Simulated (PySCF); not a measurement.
# CH5B2F: the cost of one run

Computed with PySCF 2.14.0, with density-fitted response routines of our own, on a single molecule in the gas phase. Atoms count from 0, in the outputs and in this text.

### Step 1. The starting structure

9 atoms, charge 0, multiplicity 1; geometry from: GFN2-xTB. The atoms were then displaced at random by about 0.01 Å, so the start is not that level's minimum.

Bonds of the start (Å): B0–C1 1.54, C1–B2 1.56, B2–F3 1.35, B0–H4 1.19, B0–H5 1.20, C1–H6 1.09, C1–H7 1.09, B2–H8 1.21.

### Step 2. Relaxing the molecule at PBE0-D3(BJ)/def2-SVP

Job settings and geometry (Å):

```
{"job": {"xc": "PBE0", "basis": "def2-SVP", "d3": "d3bj", "grid": 1, "shake": 0.01, "kind": "geom"}, "charge": 0, "multiplicity": 1}
B     -1.180440     0.221850    -0.456760
C     -0.062460    -0.636710     0.153550
B      1.168390     0.309330     0.348770
F      2.069670     0.480480    -0.640520
H     -1.333930     0.310370    -1.630820
H     -1.913580     0.862140     0.239080
H     -0.346790    -1.044520     1.118150
H      0.234310    -1.434670    -0.525580
H      1.422640     0.914570     1.360400
```

Launch:

```bash
$ OMP_NUM_THREADS=1 python probes_run.py task.json out
```

This one command runs all jobs of the session in turn.

Q: Estimate the wall time and peak memory of this first job on 1 thread of Arm Neoverse V1, shared host.

About 35 s, with a peak of 0.34 GiB.
